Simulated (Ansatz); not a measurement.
# InHBr radical: an energy map over bond length Br1–In2 and bond length In2–H3

How does the energy of BrHIn, SMILES [Br][InH], spin multiplicity 2 change over two coordinates at once? A grid of runs gives the map.

Method: UKS PBE0-D4/def2-TZVP; program: Ansatz 0.2.0.

## (1) The starting structure

SMILES `[Br][InH]`, 3 atoms, charge 0, spin multiplicity 2.

Atoms are counted from 1 here; the program's logs count them from 0.

Bond lengths: Br1–In2 2.564 Å, In2–H3 1.818 Å. Angles: Br1–In2–H3 115.2°.

Coordinates:

```xyz
3

Br    1.7859   -0.3107    0.9350
In   -0.4347   -0.6397   -0.3031
H    -1.3622    0.8857   -0.6453
```

## (2) Geometry optimisation

The input, input.yaml:

```yaml
crystal:
  periodic: [false, false, false]
  atoms:
    - { symbol: Br, position_ang: [1.785883, -0.310743, 0.935031] }
    - { symbol: In, position_ang: [-0.434681, -0.639716, -0.303061] }
    - { symbol: H, position_ang: [-1.362201, 0.885659, -0.64527] }
magnetization:
  spin_polarized: true
  initial_magnetization: 1
basis:
  gaussian: { orbitals: def2-TZVP }
hamiltonian:
  xc: pbe0
  dispersion: d4
output:
  forces: true
relax:
  f_tol: 0.003
  max_steps: 120
```

On the command line:

```bash
$ ansatz run input.yaml --threads 1 --pin off --max-ram 2560MiB --backend cpu --events-out ev --progress --plain --runs-dir out
```

Standard output:

```text
Warning: RAYON_NUM_THREADS=1 ignored (pool sized by the plan → 1); use --threads N
The last accepted step is kept in <dir> (removed where the run ends without a failure and the disk answers)
Engine: ansatz 0.2.0, aarch64-unknown-linux-gnu
Functional definition: PBE0
  parameter a = 0.25
  parameter kappa = 0.804
  parameter beta = 0.06672455060314922
  exchange = (1 - a)*pbe_x(kappa = kappa, mu = beta*pi^2/3) + a*exact_x
  correlation = pbe_c(beta = beta)
921 factors; integrals over basis functions are off by at most 3.5e-4 eV
mean field evaluation 1: about -75228.0094 eV, gradient 1.1e1 eV
mean field evaluation 2: about -75227.6526 eV, gradient 1.5e1 eV
mean field evaluation 4: about -75228.9601 eV, gradient 6.8e-1 eV
mean field evaluation 8: about -75228.9706 eV, gradient 3.2e-2 eV
mean field evaluation 16: about -75228.9706 eV, gradient 6.4e-5 eV
mean field -75228.97062653 eV, -2764.6136784972 hartree, gradient 6.4e-5 eV, S^2 0.757847; 0 other end points of the search recorded, 0 dependent functions left out
the calculation of the forces begins
reference -75228.97065930 eV, -2764.6136797014 hartree; 29, 28 occupied and 75, 76 virtual orbitals, 921 factors
relax step   1: F+E_penalty+E_count = -75229.01728038 eV  Δ(F+E_penalty+E_count) = +0.000e0 eV  max|allowed force component| = 3.764e-1 eV/Å  Δτ_max = 0.0000 Å  (32 SCF iters, accepted)
these checks for a lower state are left out or cut short: starts, cluster_reference, orbital_swaps, neighbouring_geometries, increment
921 factors; integrals over basis functions are off by at most 4.1e-4 eV
mean field -75228.98799169 eV, -2764.6143166552 hartree, gradient 5.6e-6 eV, S^2 0.756163; 0 other end points of the search recorded, 0 dependent functions left out
the calculation of the forces begins
reference -75228.98802487 eV, -2764.6143178744 hartree; 29, 28 occupied and 75, 76 virtual orbitals, 921 factors
relax step   2: F+E_penalty+E_count = -75229.03506369 eV  Δ(F+E_penalty+E_count) = -1.778e-2 eV  max|allowed force component| = 1.720e-1 eV/Å  Δτ_max = 0.0490 Å  (35 SCF iters, accepted)
these checks for a lower state are left out or cut short: starts, cluster_reference, orbital_swaps, neighbouring_geometries, increment
921 factors; integrals over basis functions are off by at most 3.9e-4 eV
mean field evaluation 32: about -75228.9906 eV, gradient 3.2e-4 eV
mean field -75228.99058686 eV, -2764.6144120258 hartree, gradient 1.2e-5 eV, S^2 0.756595; 0 other end points of the search recorded, 0 dependent functions left out
the calculation of the forces begins
reference -75228.99061994 eV, -2764.6144132413 hartree; 29, 28 occupied and 75, 76 virtual orbitals, 921 factors
relax step   3: F+E_penalty+E_count = -75229.03753827 eV  Δ(F+E_penalty+E_count) = -2.475e-3 eV  max|allowed force component| = 1.112e-2 eV/Å  Δτ_max = 0.0148 Å  (37 SCF iters, accepted)
these checks for a lower state are left out or cut short: starts, cluster_reference, orbital_swaps, neighbouring_geometries, increment
921 factors; integrals over basis functions are off by at most 3.9e-4 eV
mean field -75228.99058727 eV, -2764.6144120409 hartree, gradient 4.5e-5 eV, S^2 0.756603; 0 other end points of the search recorded, 0 dependent functions left out
the calculation of the forces begins
reference -75228.99062034 eV, -2764.6144132562 hartree; 29, 28 occupied and 75, 76 virtual orbitals, 921 factors
relax step   4: F+E_penalty+E_count = -75229.03754599 eV  Δ(F+E_penalty+E_count) = -7.722e-6 eV  max|allowed force component| = 9.716e-4 eV/Å  Δτ_max = 0.0012 Å  (26 SCF iters, accepted)
921 factors; integrals over basis functions are off by at most 3.9e-4 eV
mean field -75228.99058727 eV, -2764.6144120409 hartree, gradient 4.5e-5 eV, S^2 0.756603; 1 other end points of the search recorded, 0 dependent functions left out
the calculation of the forces begins
reference -75228.99062034 eV, -2764.6144132562 hartree; 29, 28 occupied and 75, 76 virtual orbitals, 921 factors
Total energy: -75229.03757906 eV, -2764.6161389574 hartree
Atom 0 at     1.752367    -0.309284     0.917020 Å, force     0.000835    -0.000179     0.000434 eV/Å
Atom 1 at    -0.424622    -0.617753    -0.295299 Å, force    -0.000890     0.000972    -0.000380 eV/Å
Atom 2 at    -1.338743     0.862238    -0.635021 Å, force     0.000056    -0.000793    -0.000053 eV/Å
Dipole moment:    -0.477436    -0.141917    -0.273687 e Å
```

Wall time 35 s (1 thread of Arm Neoverse V1, shared host); peak memory 0.28 GiB.

Along the way:

```
step  energy from step 1 (eV)  largest force component (eV/Å)
   1                   0.0000                          0.3764
   2                  -0.0178                          0.1720
   3                  -0.0203                          0.0111
   4                  -0.0203                          0.0010
```

Distances of close pairs at the start and the end, largest changes first:

```
   bond  before (Å)  after (Å)  change (Å)
Br1–In2       2.564      2.511      -0.053
 In2–H3       1.818      1.772      -0.045
```

## (3) Plan of the scan

First coordinate, bond length Br1–In2: 9 values from 2.210 to 3.139 Å. Second coordinate, bond length In2–H3: 9 values from 1.453 to 2.659 Å.

Nothing else is relaxed (all other coordinates rigid). Energies count from the relaxed molecule at the same level. Points are written as (first, second).

Of the runs on the grid, 3 are shown in the steps below; the others differ only in the two coordinates.

## (4) The run at (3.022 Å, 1.604 Å)

The input, input.yaml:

```yaml
crystal:
  periodic: [false, false, false]
  atoms:
    - { symbol: Br, position_ang: [1.752367, -0.309284, 0.91702] }
    - { symbol: In, position_ang: [-0.867851, -0.680556, -0.542124] }
    - { symbol: H, position_ang: [-1.69512, 0.658817, -0.849568] }
magnetization:
  spin_polarized: true
  initial_magnetization: 1
basis:
  gaussian: { orbitals: def2-TZVP }
hamiltonian:
  xc: pbe0
  dispersion: d4
output:
  forces: true
```

On the command line:

```bash
$ ansatz run input.yaml --threads 1 --pin off --max-ram 2560MiB --backend cpu --events-out ev --progress --plain --runs-dir out
```

Standard output:

```text
Warning: RAYON_NUM_THREADS=1 ignored (pool sized by the plan → 1); use --threads N
Engine: ansatz 0.2.0, aarch64-unknown-linux-gnu
Functional definition: PBE0
  parameter a = 0.25
  parameter kappa = 0.804
  parameter beta = 0.06672455060314922
  exchange = (1 - a)*pbe_x(kappa = kappa, mu = beta*pi^2/3) + a*exact_x
  correlation = pbe_c(beta = beta)
863 factors; integrals over basis functions are off by at most 7.0e-4 eV
mean field evaluation 1: about -75226.6500 eV, gradient 1.4e1 eV
mean field evaluation 2: about -75219.0199 eV, gradient 3.6e1 eV
mean field evaluation 4: about -75228.1201 eV, gradient 1.8e0 eV
mean field evaluation 8: about -75228.1528 eV, gradient 1.5e-1 eV
mean field evaluation 16: about -75228.1531 eV, gradient 1.2e-3 eV
mean field -75228.15310532 eV, -2764.5836351470 hartree, gradient 7.3e-5 eV, S^2 0.756655; 0 other end points of the search recorded, 0 dependent functions left out
the calculation of the forces begins
reference -75228.15313893 eV, -2764.5836363821 hartree; 29, 28 occupied and 75, 76 virtual orbitals, 863 factors
Total energy: -75228.19887786 eV, -2764.5853172569 hartree
Atom 0 at     1.752367    -0.309284     0.917020 Å, force    -1.604281    -0.219263    -0.892543 eV/Å
Atom 1 at    -0.867851    -0.680556    -0.542124 Å, force     2.795355    -1.734642     1.332505 eV/Å
Atom 2 at    -1.695120     0.658817    -0.849568 Å, force    -1.191075     1.953905    -0.439963 eV/Å
Dipole moment:    -1.011204    -0.152677    -0.564106 e Å
```

Wall time 8.1 s (1 thread of Arm Neoverse V1, shared host); peak memory 0.26 GiB.

That is 0.84 eV from the zero.

## (5) Grid point (2.674 Å, 2.508 Å)

The input, input.yaml:

```yaml
crystal:
  periodic: [false, false, false]
  atoms:
    - { symbol: Br, position_ang: [1.752367, -0.309284, 0.91702] }
    - { symbol: In, position_ang: [-0.566119, -0.637802, -0.374095] }
    - { symbol: H, position_ang: [-1.859628, 1.45643, -0.854812] }
magnetization:
  spin_polarized: true
  initial_magnetization: 1
basis:
  gaussian: { orbitals: def2-TZVP }
hamiltonian:
  xc: pbe0
  dispersion: d4
output:
  forces: true
```

On the command line:

```bash
$ ansatz run input.yaml --threads 1 --pin off --max-ram 2560MiB --backend cpu --events-out ev --progress --plain --runs-dir out
```

Standard output:

```text
Warning: RAYON_NUM_THREADS=1 ignored (pool sized by the plan → 1); use --threads N
Engine: ansatz 0.2.0, aarch64-unknown-linux-gnu
Functional definition: PBE0
  parameter a = 0.25
  parameter kappa = 0.804
  parameter beta = 0.06672455060314922
  exchange = (1 - a)*pbe_x(kappa = kappa, mu = beta*pi^2/3) + a*exact_x
  correlation = pbe_c(beta = beta)
861 factors; integrals over basis functions are off by at most 1.1e-3 eV
mean field evaluation 1: about -75226.9150 eV, gradient 1.1e1 eV
mean field evaluation 2: about -75226.0694 eV, gradient 1.8e1 eV
mean field evaluation 4: about -75228.1759 eV, gradient 1.2e0 eV
mean field evaluation 8: about -75228.2190 eV, gradient 2.7e-1 eV
mean field evaluation 16: about -75228.2212 eV, gradient 1.8e-3 eV
mean field -75228.22115661 eV, -2764.5861359856 hartree, gradient 6.8e-5 eV, S^2 0.775599; 0 other end points of the search recorded, 0 dependent functions left out
the calculation of the forces begins
reference -75228.22118660 eV, -2764.5861370879 hartree; 29, 28 occupied and 75, 76 virtual orbitals, 861 factors
Total energy: -75228.28344444 eV, -2764.5884250213 hartree
Atom 0 at     1.752367    -0.309284     0.917020 Å, force    -0.734436    -0.110933    -0.409714 eV/Å
Atom 1 at    -0.566119    -0.637802    -0.374095 Å, force     0.404972     0.656651     0.288568 eV/Å
Atom 2 at    -1.859628     1.456430    -0.854812 Å, force     0.329464    -0.545719     0.121146 eV/Å
Dipole moment:    -0.683072    -0.198572    -0.391097 e Å
```

It took 8.7 s on 1 thread of Arm Neoverse V1, shared host; peak memory 0.26 GiB.

On the map this point reads 0.75 eV.

## (6) Grid point (2.558 Å, 1.755 Å)

The input, input.yaml:

```yaml
crystal:
  periodic: [false, false, false]
  atoms:
    - { symbol: Br, position_ang: [1.752367, -0.309284, 0.91702] }
    - { symbol: In, position_ang: [-0.465541, -0.623551, -0.318086] }
    - { symbol: H, position_ang: [-1.370688, 0.841911, -0.654473] }
magnetization:
  spin_polarized: true
  initial_magnetization: 1
basis:
  gaussian: { orbitals: def2-TZVP }
hamiltonian:
  xc: pbe0
  dispersion: d4
output:
  forces: true
```

On the command line:

```bash
$ ansatz run input.yaml --threads 1 --pin off --max-ram 2560MiB --backend cpu --events-out ev --progress --plain --runs-dir out
```

Standard output:

```text
Warning: RAYON_NUM_THREADS=1 ignored (pool sized by the plan → 1); use --threads N
Engine: ansatz 0.2.0, aarch64-unknown-linux-gnu
Functional definition: PBE0
  parameter a = 0.25
  parameter kappa = 0.804
  parameter beta = 0.06672455060314922
  exchange = (1 - a)*pbe_x(kappa = kappa, mu = beta*pi^2/3) + a*exact_x
  correlation = pbe_c(beta = beta)
866 factors; integrals over basis functions are off by at most 1.0e-3 eV
mean field evaluation 1: about -75228.0226 eV, gradient 1.1e1 eV
mean field evaluation 2: about -75227.7038 eV, gradient 1.5e1 eV
mean field evaluation 4: about -75228.9566 eV, gradient 6.5e-1 eV
mean field evaluation 8: about -75228.9793 eV, gradient 8.3e-2 eV
mean field evaluation 16: about -75228.9793 eV, gradient 4.3e-4 eV
mean field -75228.97933224 eV, -2764.6139984260 hartree, gradient 4.6e-5 eV, S^2 0.756464; 0 other end points of the search recorded, 0 dependent functions left out
the calculation of the forces begins
reference -75228.97936530 eV, -2764.6139996412 hartree; 29, 28 occupied and 75, 76 virtual orbitals, 866 factors
Total energy: -75229.02618476 eV, -2764.6157202245 hartree
Atom 0 at     1.752367    -0.309284     0.917020 Å, force    -0.355112    -0.047313    -0.197438 eV/Å
Atom 1 at    -0.465541    -0.623551    -0.318086 Å, force     0.439675    -0.096961     0.228090 eV/Å
Atom 2 at    -1.370688     0.841911    -0.654473 Å, force    -0.084563     0.144274    -0.030652 eV/Å
Dipole moment:    -0.530530    -0.142087    -0.302481 e Å
```

Wall time 7.5 s (1 thread of Arm Neoverse V1, shared host); peak memory 0.26 GiB.

Energy on the map's scale: 0.011 eV.

## (7) All points together

81 points were computed. Energies in eV, from the relaxed molecule at the same level:

```
bond length In2–H3 (Å) ↓, bond length Br1–In2 (Å) →  2.210  2.326  2.442  2.558  2.674  2.790  2.906  3.022  3.139
                                              2.659   1.57   1.07   0.84   0.78   0.83   0.96   1.12   1.31   1.51
                                              2.508   1.46   0.97   0.75   0.70   0.75   0.88   1.05   1.24   1.44
                                              2.357   1.30   0.82   0.61   0.57   0.64   0.77   0.94   1.13   1.33
                                              2.207   1.11   0.64   0.44   0.41   0.48   0.62   0.80   0.99   1.19
                                              2.056   0.91   0.45   0.25   0.23   0.31   0.46   0.64   0.83   1.04
                                              1.905   0.73   0.28   0.09   0.07   0.16   0.31   0.50   0.70   0.90
                                              1.755   0.66   0.21   0.03   0.01   0.10   0.26   0.45   0.66   0.87
                                              1.604   0.82   0.37   0.19   0.18   0.27   0.43   0.63   0.84   1.05
                                              1.453   1.42   0.97   0.78   0.77   0.87   1.03   1.23   1.45   1.67
```

The dipole moment (D) at each point:

| bond length In2–H3 (Å) ↓, bond length Br1–In2 (Å) → | 2.210 | 2.326 | 2.442 | 2.558 | 2.674 | 2.790 | 2.906 | 3.022 | 3.139 |
| --- | --- | --- | --- | --- | --- | --- | --- | --- | --- |
| 2.659 | 1.0 | 1.6 | 2.4 | 3.2 | 4.1 | 4.9 | 5.6 | 6.4 | 7.1 |
| 2.508 | 1.1 | 1.6 | 2.3 | 3.1 | 3.9 | 4.7 | 5.4 | 6.1 | 6.8 |
| 2.357 | 1.2 | 1.6 | 2.3 | 3.0 | 3.7 | 4.5 | 5.2 | 5.8 | 6.4 |
| 2.207 | 1.2 | 1.6 | 2.2 | 2.9 | 3.6 | 4.3 | 5.0 | 5.6 | 6.1 |
| 2.056 | 1.1 | 1.6 | 2.2 | 2.9 | 3.6 | 4.2 | 4.8 | 5.4 | 5.9 |
| 1.905 | 1.1 | 1.6 | 2.3 | 2.9 | 3.6 | 4.2 | 4.8 | 5.4 | 5.8 |
| 1.755 | 1.1 | 1.7 | 2.3 | 3.0 | 3.7 | 4.3 | 4.9 | 5.5 | 5.9 |
| 1.604 | 1.2 | 1.8 | 2.5 | 3.1 | 3.8 | 4.4 | 5.0 | 5.6 | 6.1 |
| 1.453 | 1.4 | 2.0 | 2.6 | 3.3 | 3.9 | 4.6 | 5.2 | 5.8 | 6.3 |

## (8) What came out

| quantity | value |
| --- | --- |
| lowest point | (2.558 Å, 1.755 Å), 0.011 eV |
| highest computed point | (3.139 Å, 1.453 Å), 1.66 eV above the lowest |
| dipole moment (D) | 1.0 at (2.210 Å, 2.659 Å) to 7.1 at (3.139 Å, 2.659 Å); 3.0 at the lowest point |
| time for the whole task | 11 min on 1 thread, shared host |

**Reading.** The lowest computed point is at (2.558 Å, 1.755 Å), 0.011 eV from the relaxed molecule at the same level. The grid shows no other well, apart from its symmetry copies. The highest computed point, (3.139 Å, 1.453 Å), lies 1.66 eV above the lowest. Round the minimum the two coordinates are nearly uncoupled.
